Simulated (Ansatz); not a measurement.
# CuNH+ (triplet): the correlation ladder, def2-QZVPP

One table from this session's results is given with a row withheld; the runs are named, their logs left out.

The runs use Ansatz 0.2.0, Gaussian basis; def2-QZVPP, core rule «outside noble gas», up to 10 orbitals frozen.

To be run: UHF; ROHF; CCSD(T) on UHF.

2 further runs of the same task are left out: 2 set aside as unsound or not needed. Runs told in other sessions of the task aren't counted.

## The system

The geometry is a PBE0/def2-TZVP stationary point (not a proven minimum) of the parent state, kept for this charge and spin.

3 atoms, charge 1, spin multiplicity 3.

Atoms are counted from 1 here; the program's logs count them from 0.

Bond lengths: Cu1–N2 1.814 Å, N2–H3 1.033 Å. Angles: Cu1–N2–H3 105.2°.

Coordinates:

```
Cu    0.00000    0.01564    0.35007
N     0.00000   -0.13142   -1.45812
H     0.00000    0.84017   -1.80798
```

Set-up of the first run:

File in.yaml:

```yaml
crystal:
  periodic: [false, false, false]
  atoms:
    - {symbol: Cu, position_ang: [0.000000, 0.015641, 0.350073]}
    - {symbol: N, position_ang: [0.000000, -0.131422, -1.458118]}
    - {symbol: H, position_ang: [0.000000, 0.840171, -1.807978]}
basis:
  gaussian: {orbitals: "def2-QZVPP.json"}
total_charge: 1
magnetization: {spin_polarized: true, initial_magnetization: 2}
hamiltonian: {xc: hf}
output: {orbitals: {seedname: orbitals}}
```

Launch:

```sh
> ansatz run in.yaml --threads 1 --pin off --events-out ev --progress --plain --max-ram 4096MiB --backend cpu
```

Steps of the session up to this table: UHF; ROHF; CCSD(T) on UHF.

One table of the session follows, with a row left open; its other results are not shown here.

It belongs to the step «Misses and costs». 

```
  method  from UCCSD(T) (meV)
    ROHF                    ?
     UHF             +17188.7
    UMP2               -573.1
   UCCSD               +719.2
UCCSD(T)                    0
```

Q: Estimate the row for ROHF from the others.

**Answer.** from UCCSD(T) (meV): +17419.7. In the column «from UCCSD(T) (meV)» it is the highest.
